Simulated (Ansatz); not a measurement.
# Si31Ni16: the cost of one run

Method: DFT PBEsol, scalar-relativistic, plane waves, PAW, in Ansatz 0.2.0.

### 1 The system as given

The structure is tetragonal, space group P-42m (No. 111). The conventional cell has a = 10.862 Å, b = 10.862 Å, c = 5.431 Å, α = 90.00°, β = 90.00°, γ = 90.00°. Around Ni (site symmetry m) lie 8 Si at 2.35 Å. Ni (site symmetry 1) has 8 Si at 2.35 Å as nearest neighbours. Ni (site symmetry m) is surrounded by 7 Si at 2.35 Å. Si (site symmetry -42m) has 4 Ni at 2.35 Å as nearest neighbours. Around Si (site symmetry 222) lie 4 Ni at 2.35 Å. Around Si (site symmetry m) lie 4 Ni at 2.35 Å. Si (site symmetry 2) is surrounded by 4 Ni at 2.35 Å. Only part of the 14 independent sites is listed.

As a file:

```
CELL_PARAMETERS angstrom
10.86200 0.00000 0.00000
0.00000 10.86200 0.00000
0.00000 0.00000 5.43100
ATOMIC_POSITIONS crystal
Ni 0.00000 0.00000 0.00000
Ni 0.00000 0.50000 0.00000
Ni 0.50000 0.00000 0.00000
Ni 0.50000 0.50000 0.00000
Ni 0.00000 0.25000 0.50000
Ni 0.00000 0.75000 0.50000
Ni 0.50000 0.25000 0.50000
Ni 0.50000 0.75000 0.50000
Ni 0.25000 0.00000 0.50000
Ni 0.25000 0.50000 0.50000
Ni 0.75000 0.00000 0.50000
Ni 0.75000 0.50000 0.50000
Ni 0.25000 0.25000 0.00000
Ni 0.25000 0.75000 0.00000
Ni 0.75000 0.25000 0.00000
Ni 0.75000 0.75000 0.00000
Si 0.12500 0.12500 0.25000
Si 0.12500 0.62500 0.25000
Si 0.62500 0.12500 0.25000
Si 0.62500 0.62500 0.25000
Si 0.37500 0.37500 0.75000
Si 0.37500 0.87500 0.75000
Si 0.87500 0.37500 0.75000
Si 0.87500 0.87500 0.75000
Si 0.12500 0.37500 0.75000
Si 0.12500 0.87500 0.75000
Si 0.62500 0.37500 0.75000
Si 0.62500 0.87500 0.75000
Si 0.37500 0.12500 0.25000
Si 0.37500 0.62500 0.25000
Si 0.87500 0.12500 0.25000
Si 0.87500 0.62500 0.25000
Si 0.37500 0.12500 0.75000
Si 0.37500 0.62500 0.75000
Si 0.87500 0.12500 0.75000
Si 0.87500 0.62500 0.75000
Si 0.12500 0.37500 0.25000
Si 0.12500 0.87500 0.25000
Si 0.62500 0.37500 0.25000
Si 0.62500 0.87500 0.25000
Si 0.37500 0.37500 0.25000
Si 0.37500 0.87500 0.25000
Si 0.87500 0.37500 0.25000
Si 0.87500 0.87500 0.25000
Si 0.12500 0.12500 0.75000
Si 0.12500 0.62500 0.75000
Si 0.62500 0.12500 0.75000
```

### 2 Relaxing cell and atoms: Si31Ni16, no spin

input.yaml

```yaml
crystal:
  lattice:
    - [10.862, 0.0, 0.0]
    - [0.0, 10.862, 0.0]
    - [0.0, 0.0, 5.431]
  atoms:
    - { symbol: Ni, position: [0.0, 0.0, 0.0] }
    - { symbol: Ni, position: [0.0, 0.5, 0.0] }
    - { symbol: Ni, position: [0.5, 0.0, 0.0] }
    - { symbol: Ni, position: [0.5, 0.5, 0.0] }
    - { symbol: Ni, position: [0.0, 0.25, 0.5] }
    - { symbol: Ni, position: [0.0, 0.75, 0.5] }
    - { symbol: Ni, position: [0.5, 0.25, 0.5] }
    - { symbol: Ni, position: [0.5, 0.75, 0.5] }
    - { symbol: Ni, position: [0.25, 0.0, 0.5] }
    - { symbol: Ni, position: [0.25, 0.5, 0.5] }
    - { symbol: Ni, position: [0.75, 0.0, 0.5] }
    - { symbol: Ni, position: [0.75, 0.5, 0.5] }
    - { symbol: Ni, position: [0.25, 0.25, 0.0] }
    - { symbol: Ni, position: [0.25, 0.75, 0.0] }
    - { symbol: Ni, position: [0.75, 0.25, 0.0] }
    - { symbol: Ni, position: [0.75, 0.75, 0.0] }
    - { symbol: Si, position: [0.125, 0.125, 0.25] }
    - { symbol: Si, position: [0.125, 0.625, 0.25] }
    - { symbol: Si, position: [0.625, 0.125, 0.25] }
    - { symbol: Si, position: [0.625, 0.625, 0.25] }
    - { symbol: Si, position: [0.375, 0.375, 0.75] }
    - { symbol: Si, position: [0.375, 0.875, 0.75] }
    - { symbol: Si, position: [0.875, 0.375, 0.75] }
    - { symbol: Si, position: [0.875, 0.875, 0.75] }
    - { symbol: Si, position: [0.125, 0.375, 0.75] }
    - { symbol: Si, position: [0.125, 0.875, 0.75] }
    - { symbol: Si, position: [0.625, 0.375, 0.75] }
    - { symbol: Si, position: [0.625, 0.875, 0.75] }
    - { symbol: Si, position: [0.375, 0.125, 0.25] }
    - { symbol: Si, position: [0.375, 0.625, 0.25] }
    - { symbol: Si, position: [0.875, 0.125, 0.25] }
    - { symbol: Si, position: [0.875, 0.625, 0.25] }
    - { symbol: Si, position: [0.375, 0.125, 0.75] }
    - { symbol: Si, position: [0.375, 0.625, 0.75] }
    - { symbol: Si, position: [0.875, 0.125, 0.75] }
    - { symbol: Si, position: [0.875, 0.625, 0.75] }
    - { symbol: Si, position: [0.125, 0.375, 0.25] }
    - { symbol: Si, position: [0.125, 0.875, 0.25] }
    - { symbol: Si, position: [0.625, 0.375, 0.25] }
    - { symbol: Si, position: [0.625, 0.875, 0.25] }
    - { symbol: Si, position: [0.375, 0.375, 0.25] }
    - { symbol: Si, position: [0.375, 0.875, 0.25] }
    - { symbol: Si, position: [0.875, 0.375, 0.25] }
    - { symbol: Si, position: [0.875, 0.875, 0.25] }
    - { symbol: Si, position: [0.125, 0.125, 0.75] }
    - { symbol: Si, position: [0.125, 0.625, 0.75] }
    - { symbol: Si, position: [0.625, 0.125, 0.75] }
scf:
  occupations: { method: methfessel_paxton, width: 0.1 }
output:
  forces: true
  stress: true
  eigenvalues: true
  write_density: true
  write_potential: true
  elf: true
  volumetric_format: npy
kpoints:
  mp_grid: { grid: [4, 4, 6] }
hamiltonian:
  xc: pbesol
relax:
  f_tol: 0.01
  adjacent_minimum: "off"
  cell: { stress_tol: 0.05, fix: [shape] }
```

Started as:

```bash
ansatz run input.yaml --threads 8 --pin off --max-ram 16384MiB --backend cpu --events-out ev --progress --plain --runs-dir out
```

What time and memory should one allow on 8 threads of Intel Xeon Platinum 8488C (Sapphire Rapids), shared host?

About 6.7 min, with a peak of 7.2 GiB.
